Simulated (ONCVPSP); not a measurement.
# An ONCV potential for rhodium, from input to tests

Task: generate the file, and judge it by its errors in other configurations, its logarithmic derivatives, its ghosts and its cutoff.

Program: ONCVPSP 4.0.1.1 (patched build). Reference atom: PBEsol, scalar-relativistic, spherical and spin-unpolarised. All values are calculated.

## 1. The design

The settings as typed:

```
element                 : rhodium (Rh, Z = 45)
type                    : optimised norm-conserving Vanderbilt (ONCV)
frozen core             : [Ar] 3d10 4s2
valence charge          : 15
reference configuration : 4p6 4d8 (charge +1)
partial waves           : s scattering state at 0.09 Ha: rc 2.30 bohr, ncon 3, nbas 8, qcut 2.9 1/bohr, 3 projectors, debl 1.4 Ha; 4p: rc 1.05 bohr, ncon 4, nbas 8, qcut 8 1/bohr, 2 projectors, debl 1.3 Ha; 4d: rc 2.10 bohr, ncon 4, nbas 8, qcut 7.7 1/bohr, 3 projectors, debl 2.4 Ha
local potential         : polynomial inside 0.80 bohr (lpopt 5, dvloc0 1 Ha)
core correction         : not asked for
```

## 2. Generation

File Rh.dat:

```
# ATOM AND REFERENCE CONFIGURATION
# atsym  z   nc   nv     iexc    psfile
  Rh 45.00    7    2  -116133      upf
#
#   n    l    f
    1    0    2.00
    2    0    2.00
    2    1    6.00
    3    0    2.00
    3    1    6.00
    3    2   10.00
    4    0    2.00
    4    1    6.00
    4    2    8.00
#
# PSEUDOPOTENTIAL AND OPTIMIZATION
# lmax
    2
#
#   l,   rc,      ep,       ncon, nbas, qcut
    0    2.30    0.09    3    8    2.90
    1    1.05    0.00    4    8    8.00
    2    2.10    0.00    4    8    7.70
#
# LOCAL POTENTIAL
# lloc, lpopt,  rc(5),   dvloc0
    4    5    0.80    1.00
#
# VANDERBILT-KLEINMAN-BYLANDER PROJECTORs
# l, nproj, debl
    0    3    1.40
    1    2    1.30
    2    3    2.40
#
# MODEL CORE CHARGE
# icmod, fcfact, rcfact
    0    0.00    0.00
#
# LOG DERIVATIVE ANALYSIS
# epsh1, epsh2, depsh
   -4.00    5.00    0.02
#
# OUTPUT GRID
# rlmax, drl
    6.00    0.01
#
# TEST CONFIGURATIONS
# ncnf
    4
# nvcnf
#   n    l    f
    3
    4    1    6.00
    4    2    8.00
    5    0    1.00
#
    2
    4    1    6.00
    4    2    7.00
#
    2
    4    1    6.00
    4    2    6.00
#
    3
    4    1    6.00
    4    2    7.00
    5    0    1.00
#
```

On the command line:

```sh
$ oncvpsp.x < Rh.dat > Rh.out
```

Q: Predict the outcome of this session. Wanted: cutoffs for 1 and 0.1 mHa per electron, occupied waves; bound ghosts; GHOST(+) flags; largest test error; largest phase difference near zero energy, channels read; projector energies reset by the program.

**Answer**, as computed:

| quantity | value |
| --- | --- |
| cutoffs for 1 and 0.1 mHa per electron, occupied waves | 65 Ha and 173 Ha |
| bound ghosts | s at -195.77 eV |
| GHOST(+) flags | s at 103 eV |
| largest test error (AE − PS) | -30 meV, for 4p6 4d7 5s1 |
| largest phase difference near zero energy, channels read | 0.001 rad |
| projector energies reset by the program | s: 0.050, 1.450, 2.850 Ha; p: -2.135, 0.250 Ha |

In words: It has a bound ghost (s), a state that the atom doesn't have, and that rules the file out. By total energies transferability is fair: the largest error is 30 meV on 3.7 eV, for 4p6 4d7 5s1. The potential is very hard: the looser tolerance needs 65 Ha. The tighter tolerance needs 173 Ha, and converged work needs a cutoff nearer that. At the looser tolerance the 4p wave is the slowest; 4d needs 21 Ha. Near zero energy the phases of the channels with partial waves agree within 0.001 rad. The program also flags highly localised states, GHOST(+) (s).
